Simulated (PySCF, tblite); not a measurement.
# C₄H₉FOSi₂: geometry, infrared bands and NMR shifts

Wanted: the infrared bands and NMR shifts of C₄H₉FOSi₂ (`C[Si@@H]1CC(=O)[C@H](F)[SiH2]1`), by calculation.

Computed with tblite 0.8.0 and PySCF 2.14.0, with density-fitted response routines of our own, on a single molecule in the gas phase. Atoms count from 0, in the outputs and in this text.

## Step 1: The starting structure

17 atoms, charge 0, multiplicity 1; geometry from: force field or distance geometry start.

Bonds of the start (Å): C0–Si1 1.84, Si1–C2 1.88, C2–C3 1.53, C3–O4 1.25, C3–C5 1.52, C5–F6 1.37, C5–Si7 1.88, Si7–Si1 2.31, C0–H8 1.10, C0–H9 1.08, C0–H10 1.09, Si1–H11 1.49, C2–H12 1.09, C2–H13 1.09, C5–H14 1.10, Si7–H15 1.49, Si7–H16 1.49.

## Step 2: Relaxing the molecule with GFN2-xTB

What the job is given:

```
{"job": {"kind": "relax", "xc": "GFN2-xTB", "basis": "xTB"}, "charge": 0, "multiplicity": 1}
C      2.082300     0.089300    -1.027600
Si     1.101100     0.224500     0.523200
C      0.120100    -1.327300     0.917200
C     -1.377800    -1.016300     1.025500
O     -2.115400    -1.755000     1.706300
C     -1.930400     0.143100     0.216000
F     -2.092000    -0.223000    -1.090700
Si    -0.734300     1.594300     0.255100
H      1.451900    -0.225300    -1.866300
H      2.877500    -0.640900    -0.924900
H      2.527100     1.048700    -1.295800
H      1.932600     0.641800     1.692600
H      0.232300    -2.062500     0.127100
H      0.459500    -1.762400     1.853500
H     -2.907800     0.441300     0.613900
H     -0.942500     2.451700     1.461200
H     -0.691300     2.390100    -1.003000
```

Started as:

```bash
> OMP_NUM_THREADS=1 python probes_run.py task.json out
```

One launch serves the whole session: the jobs run in the order shown.

**Question.** This job is followed by: GFN2-xTB harmonic vibrations, gas phase; GIAO PBE0/pcSseg-1 NMR shielding, non-relativistic, gas phase. Predict these results of the whole session: strongest single infrared mode (GFN2-xTB); zero-point energy (GFN2-xTB); 13C shifts against TMS (PBE0/pcSseg-1); 1H shifts against TMS (PBE0/pcSseg-1, means over atoms taken as alike); 29Si shifts against TMS (PBE0/pcSseg-1); 17O shifts against H2O (PBE0/pcSseg-1); 19F shifts against CFCl3 (PBE0/pcSseg-1).

The runs gave:

```
                                                              quantity                                         value
                             strongest single infrared mode (GFN2-xTB)                         1733 cm⁻¹, 440 km/mol
                                          zero-point energy (GFN2-xTB)                                 73.2 kcal/mol
                                13C shifts against TMS (PBE0/pcSseg-1)                   215.8, 95.2, 27.3, -3.0 ppm
1H shifts against TMS (PBE0/pcSseg-1, means over atoms taken as alike)  5.22, 4.58, 3.93, 3.91, 2.78, 2.17, 0.52 ppm
                               29Si shifts against TMS (PBE0/pcSseg-1)                              -39.7, -75.1 ppm
                                17O shifts against H2O (PBE0/pcSseg-1)                                     660.6 ppm
                              19F shifts against CFCl3 (PBE0/pcSseg-1)                                    -230.8 ppm
```

What this shows: Relaxing lowered the energy by 0.625 eV in 101 steps; the close pair that moved most is C5–Si7, from 1.881 to 1.949 Å. All 45 modes are real, so the xTB geometry is a minimum. The strongest single mode, at 1733 cm⁻¹, moves mainly C3 and O4. Unscaled tight-binding wavenumbers are off by several per cent, some by more. Its intensities can rank the bands wrongly. The most deshielded carbon is C3 (ketone carbonyl carbon), at 215.8 ppm: low-lying n→π* states of the double bond to the heteroatom give a large paramagnetic term (-282 ppm). H14 (hydrogen on an sp3 CH bonded to F and Si, α to a carbonyl) lies farthest downfield among hydrogen, at 5.22 ppm; its carbon carries F, which withdraws density. At PBE0/pcSseg-1: The largest span, 1276 ppm, is at O4, where the paramagnetic term is -721 ppm.
